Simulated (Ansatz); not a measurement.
# ClH₄SiSn radical: how energies converge with the basis set

One table from this session's results is given with a row withheld; the runs are named, their logs left out.

Program: Ansatz 0.2.0, Gaussian basis. Level of theory: one geometry, several basis sets. These are calculated values, not measurements.

Levels to be run: PBE0-D4/def2-SVP; ωB97M-V/def2-SVP; PBE0-D4/def2-QZVPP; ωB97M-V/def2-QZVPP; the functionals' def2-TZVPP values are taken from earlier runs.

### The geometry

The geometry comes from an earlier relaxation with PBE0-D4 in a triple-zeta def2 set; it is a stationary point, not always the lowest conformer. Sn takes the def2 core potential; no spin-orbit term is included.

SMILES `[SiH3][SnH][Cl]`, 7 atoms, charge 0, spin multiplicity 2.

Atoms are counted from 1 here; the program's logs count them from 0.

Bond lengths: Si1–Sn2 2.592 Å, Si1–H4 1.486 Å, Si1–H5 1.483 Å, Si1–H6 1.486 Å, Sn2–Cl3 2.356 Å, Sn2–H7 1.728 Å. Angles: Sn2–Si1–H4 108.4°, Sn2–Si1–H5 107.6°, Sn2–Si1–H6 110.7°, H4–Si1–H5 109.9°, H4–Si1–H6 110.0°, H5–Si1–H6 110.2°, Si1–Sn2–Cl3 104.2°, Si1–Sn2–H7 115.2°, Cl3–Sn2–H7 103.0°.

Set-up of the first run:

in.yaml

```yaml
crystal:
  periodic: [false, false, false]
  atoms:
    - {symbol: Si, position_ang: [-0.951273, 0.469484, -0.380694]}
    - {symbol: Sn, position_ang: [0.906231, -1.223407, 0.255555]}
    - {symbol: Cl, position_ang: [2.909824, -0.136610, -0.339454]}
    - {symbol: H, position_ang: [-2.267606, -0.124830, -0.030468]}
    - {symbol: H, position_ang: [-0.872317, 0.692086, -1.845116]}
    - {symbol: H, position_ang: [-0.764478, 1.753259, 0.344623]}
    - {symbol: H, position_ang: [1.100816, -1.498081, 1.949954]}
basis:
  gaussian: {orbitals: def2-SVP}
magnetization: {spin_polarized: true, initial_magnetization: 1}
hamiltonian: {xc: pbe0, dispersion: d4}
output: {orbitals: {seedname: orbitals}}
```

Command:

```bash
> ansatz run in.yaml --threads 4 --pin off --events-out ev --progress --plain --max-ram 10444MiB
```

Steps of the session up to this table: PBE0-D4 in def2-SVP; ωB97M-V in def2-SVP; PBE0-D4 in def2-QZVPP; ωB97M-V in def2-QZVPP.

One table of the session follows, with a row left open; its other results are not shown here.

It belongs to the step «Functionals by basis». 

```
functional       basis  HOMO (eV)  LUMO (eV)
   PBE0-D4    def2-SVP      -6.21      -3.49
   PBE0-D4  def2-TZVPP      -6.30      -3.55
   PBE0-D4  def2-QZVPP          ?          ?
   ωB97M-V    def2-SVP      -8.09      -1.74
   ωB97M-V  def2-TZVPP      -8.21      -1.87
   ωB97M-V  def2-QZVPP      -8.23      -1.91
```

**Question.** Estimate the row for PBE0-D4, def2-QZVPP.

**Answer.** HOMO (eV): -6.31; LUMO (eV): -3.57. In the column «HOMO (eV)» it lies between ωB97M-V, def2-SVP (-8.09) and PBE0-D4, def2-TZVPP (-6.30).
